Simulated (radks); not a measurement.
**Taking charge from the 4s level of Tm in fractions**

An exercise on one series of results from a longer session: the logs are not shown, and one member is left open.

The numbers are computed with radks (a radial shooting solver on a logarithmic mesh, Libxc functionals) version 1 (Dirac Kohn-Sham, BLYP, spin-unpolarised, spherical densities, finite nucleus; open shells are shared between the two j in proportion to 2j + 1), except any that are marked as measured or tabulated.

## The atom as given

| Quantity | Value |
| --- | --- |
| element | thulium (Z = 69) |
| charge | 0 |
| electrons | 69 |
| configuration | [Xe] 4f13 6s2 |
| nuclear rms radius | 5.2256 fm |

The outer shells:

Tm
```
[Xe] core
4f [↑↓][↑↓][↑↓][↑↓][↑↓][↑↓][↑ ]
6s [↑↓]
```

Set-up of the first run:

Input:

```text
Z 69
configuration [Xe] 4f13 6s2
relativity Dirac
functional b88,lyp
spin unpolarised
j_filling average
nucleus finite rms 5.2256 fm
c 137.035999084
```

Among the steps run: Start: [Xe] 4f13 6s2.

One of the session's tables, all rows but one given; the rest of the session is left out.

It belongs to the step «Start: [Xe] 4f13 6s2». Sizes of the orbitals, from the radial functions (bohr):

| level | <r> | outermost maximum (interpolated) | 90 % within | nodes |
| --- | --- | --- | --- | --- |
| 4d3/2 | 0.5651 | 0.496 | 0.850 | 1 |
| 4d5/2 | 0.5765 | 0.505 | 0.868 | 1 |
| 5s1/2 | ? | ? | ? | ? |
| 5p1/2 | 1.395 | 1.19 | 2.06 | 3 |
| 5p3/2 | 1.514 | 1.28 | 2.25 | 3 |
| 6s1/2 | 3.952 | 3.27 | 5.92 | 5 |
| 4f5/2 | 0.7995 | 0.493 | 1.40 | 0 |
| 4f7/2 | 0.8252 | 0.498 | 1.45 | 0 |

**Question.** Estimate the row for 5s1/2.

As computed: <r>: 1.231; outermost maximum (interpolated): 1.09; 90 % within: 1.78; nodes: 4. In the column «<r>» it lies between 4f7/2 (0.8252) and 5p1/2 (1.395).
